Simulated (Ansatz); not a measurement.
A run of Ansatz 0.2.0 is set up as follows.

input.yaml

```yaml
crystal:
  lattice:
    - [0.0, 3.254178, 3.254178]
    - [3.254178, 0.0, 3.254178]
    - [3.254178, 3.254178, 0.0]
  atoms:
    - { symbol: Co, position: [0.0, 0.0, 0.0], spin: 2.0 }
    - { symbol: Mg, position: [0.75, 0.75, 0.75] }
    - { symbol: Mg, position: [0.5, 0.5, 0.5] }
    - { symbol: Mg, position: [0.25, 0.25, 0.25] }
hamiltonian:
  xc: pbe
  pseudopotentials: { kind: paw }
magnetization:
  spin_polarized: true
kpoints:
  mp_grid: { grid: [7, 7, 7] }
scf:
  occupations: { method: fermi_dirac, width: 0.05 }
output:
  forces: true
  stress: true
  eigenvalues: true
```

Potentials or basis: Ansatz PAW.

Command:

```bash
$ ansatz run input.yaml --threads 2 --pin off --max-ram 5120MiB --backend cpu --events-out ev --progress --plain --runs-dir out
```

(1) What does it give for the site moments?

(2) Estimate the band gap on the k mesh.

(3) Estimate the net moment.

(4) Predict the absolute moment.

Answers

(1) Co +0.58; Mg -0.01 μB.

(2) none (metal or under the smearing width).

(3) 0.51 μB per cell.

(4) 0.67 μB per cell.
